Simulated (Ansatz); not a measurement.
# CH3N, SMILES C[N]: an atomisation energy

Program: the Python package of Ansatz (0.2.0).

Run as a notebook:

```python
from collections import Counter

import ansatz as az


def single_point(molecule, charge=0, unpaired=0):
    calc = (
        molecule.calculation()
        .basis(gaussian='STO-3G')
        .functional('cam_b3lyp')
        .scf(lower_state_search='standard')
    )
    if charge:
        calc = calc.charge(charge)
    if unpaired:
        calc = calc.spin('collinear', total=unpaired)
    report = calc.run(threads=1).report
    if report['published_state_doubts']:
        print('  doubts:', report['published_state_doubts'])
    return report['free_energy_ev']

geometry = (
    az.Crystal.molecule()
    .atom('C', [-0.0676, 0.0081, 0.0057])
    .atom('N', [1.368, -0.1647, -0.1153])
    .atom('H', [-0.3703, -0.1417, 1.0624])
    .atom('H', [-0.3452, 1.0327, -0.3168])
    .atom('H', [-0.5848, -0.7345, -0.636])
)
```

```python
# unpaired electrons of the ground-state atoms
unpaired = {'C': 2, 'N': 3, 'H': 1}
counts = Counter(site.symbol for site in geometry.cartesian_sites)
atom_energy = {s: single_point(az.Crystal.molecule().atom(s, (0, 0, 0)), 0, unpaired[s]) for s in counts}
whole = single_point(geometry, 0, 2)
for s, e in atom_energy.items():
    print(f'{s:2s} x{counts[s]}  {e:14.5f} eV')
print(f'CH3N: {whole:.5f} eV')
split = sum(counts[s] * e for s, e in atom_energy.items()) - whole
print(f'atomisation energy (no zero-point term): {23.060548 * split:.1f} kcal/mol, {split / sum(counts.values()):.3f} eV an atom')
```

    C  x1     -1015.73823 eV
    N  x1     -1465.66614 eV
    H  x3       -12.58794 eV
    CH3N: -2539.02302 eV
    atomisation energy (no zero-point term): 457.9 kcal/mol, 3.971 eV an atom

457.9 kcal/mol from the electronic energies, without the zero-point term.

Reading the output:
- The settings weren't tested for convergence.
- The geometry is a force-field or estimated start, not a minimum of this method, and the basis set is short of its limit. All parts are taken at fixed geometry, without zero-point energy.
- The run takes the species as open-shell (spin multiplicity 3), which needn't be its ground state.
- Run time: 1.3 s on 1 thread of Arm Neoverse V1, with other jobs on the host, peak memory 0.14 GiB.
